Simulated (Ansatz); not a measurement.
# Te2Mo: the cost of one run

Program: the Python package of Ansatz 0.2.0. Level of theory: DFT LDA, plane waves, PAW. These are calculated values, not measurements.

### Step 1. Starting point

It takes space group P6_3/mmc (No. 194, hexagonal). The conventional cell has a = 3.518 Å, b = 3.518 Å, c = 13.974 Å, α = 90.00°, β = 90.00°, γ = 120.00°. Te (site symmetry 3m) is surrounded by 3 Mo at 2.72 Å. Around Mo (site symmetry -6m2) lie 6 Te at 2.72 Å.

The script reads POSCAR_te2mo:

```text
Te2Mo
1.0
   3.51820000    0.00000000    0.00000000
  -1.75910000    3.04685058    0.00000000
   0.00000000    0.00000000   13.97360000
Te Mo
4 2
Direct
   0.33333333    0.66666667    0.62100000
   0.66666667    0.33333333    0.12100000
   0.33333333    0.66666667    0.87900000
   0.66666667    0.33333333    0.37900000
   0.33333333    0.66666667    0.25000000
   0.66666667    0.33333333    0.75000000
```

### Step 2. The script

Input file run_kconv.py:

```python
import warnings

import ansatz as az
from ase.io import read
import matplotlib.pyplot as plt

SETTINGS = {
    'functional': 'lda',
    'cutoff_ev': 420,
    'occupations': 'fermi_dirac',
    'sigma': 0.1,
}


def main() -> None:
    warnings.simplefilter('ignore', az.DeckWarning)

    atoms = read('POSCAR_te2mo', format='vasp')
    structure = az.Crystal.from_ase(atoms)

    calculation = structure.calculation()
    calculation = calculation.functional(SETTINGS['functional']).pseudopotentials('paw')
    calculation = calculation.basis(SETTINGS['cutoff_ev'])
    calculation = calculation.occupations(SETTINGS['occupations'], width=SETTINGS['sigma'])

    rows = []
    for value in [(3, 3, 1), (5, 5, 1), (6, 6, 2), (7, 7, 2), (9, 9, 2)]:
        r = calculation.kpoints(*value).run(threads=1).report
        rows.append((value, r['free_energy_ev'] / len(r['lattice']['sites']), r['n_iterations'], r['n_kpoints']))

    print('        mesh   F/atom (eV)    iterations      k-points')
    for row in rows:
        print(f'{str(row[0]):>12s}  {row[1]:12.5f}  {row[2]:12d}  {row[3]:12d}')

    for row in rows[:-1]:
        shift = 1000 * (row[1] - rows[-1][1])
        print(f'{row[0]}: {shift:+.2f} meV/atom' + ('  (within 1 meV)' if abs(shift) < 1 else ''))
    plt.figure(figsize=(4.5, 3))
    plt.plot([str(row[0]) for row in rows], [1000 * (row[1] - rows[-1][1]) for row in rows], 'o-')
    plt.xlabel('mesh')
    plt.ylabel('F - F(last) (meV/atom)')
    plt.tight_layout()
    plt.savefig('kconv.png', dpi=100)


if __name__ == '__main__':
    main()
```

### Step 3. What the engine is handed

The engine receives this input (first run):

```yaml
crystal:
  lattice:
    - [3.5182, 0.0, 0.0]
    - [-1.7591, 3.04685058, 0.0]
    - [0.0, 0.0, 13.9736]
  atoms:
    - { symbol: Te, position: [0.33333333, 0.66666667, 0.621] }
    - { symbol: Te, position: [0.66666667, 0.33333333, 0.121] }
    - { symbol: Te, position: [0.33333333, 0.66666667, 0.879] }
    - { symbol: Te, position: [0.66666667, 0.33333333, 0.379] }
    - { symbol: Mo, position: [0.33333333, 0.66666667, 0.25] }
    - { symbol: Mo, position: [0.66666667, 0.33333333, 0.75] }
basis:
  ecutwfc: 420.0
kpoints:
  mp_grid:
    grid: [3, 3, 1]
hamiltonian:
  xc: lda
  pseudopotentials:
    kind: paw
scf:
  occupations:
    method: fermi_dirac
    width: 0.1
```

### Step 4. The run

Command:

```bash
> python run_kconv.py
```

What time and memory should one allow on 1 thread of Arm Neoverse V1, shared host?

About 23 s, with a peak of 0.58 GiB.
